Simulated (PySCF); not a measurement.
# C6H17P: the cost of one run

Programs: PySCF 2.14.0, with routines of our own; each step states its level. All values are computed. Atoms count from 0.

## Step 1: The starting structure

24 atoms, charge 0, multiplicity 1; geometry from: GFN2-xTB.

## Step 2: Magnetic properties: GIAO CAM-B3LYP/pcSseg-1

What the job is given:

```
{"job": {"kind": "mag", "xc": "CAM-B3LYP", "basis": "pcSseg-1", "isotopologues": 2}, "charge": 0, "multiplicity": 1}
C      2.430172     0.620722     0.600681
C      1.519038     0.238521    -0.562414
P     -0.369506    -0.100310    -0.127265
C      0.072546    -1.649677     0.802401
C     -0.768076    -0.243204    -1.931630
C     -0.497219     1.568522     0.684831
C     -2.247672    -0.436079     0.313245
H      3.477330     0.474339     0.335597
H      2.302945     1.664943     0.876187
H      2.220664     0.017197     1.482808
H      1.906766    -0.674421    -1.029819
H      1.577362     1.021497    -1.326291
H      1.141464    -1.811564     0.887369
H     -0.374208    -2.477303     0.254009
H     -0.382188    -1.613197     1.789519
H     -1.543917    -0.988371    -2.084889
H      0.106582    -0.481191    -2.528969
H     -1.155024     0.727496    -2.239458
H     -0.170339     1.445252     1.716275
H      0.156756     2.282533     0.192949
H     -1.520899     1.930470     0.683151
H     -2.428519    -0.296504     1.379872
H     -2.905581     0.249389    -0.221978
H     -2.560210    -1.449295     0.061376
```

Method: GIAO CAM-B3LYP/pcSseg-1 magnetisability, rotational g tensor and spin-rotation constants, non-relativistic, gas phase.

Launch:

```console
$ OMP_NUM_THREADS=1 python excited_run.py task.json out
```

This one command runs all jobs of the session in turn.

**Question.** How long does this first job take on 1 thread of Intel Xeon Platinum 8175M at 2.50GHz, shared host, and how much memory does it need?

About 2.3 min, with a peak of 1.2 GiB.
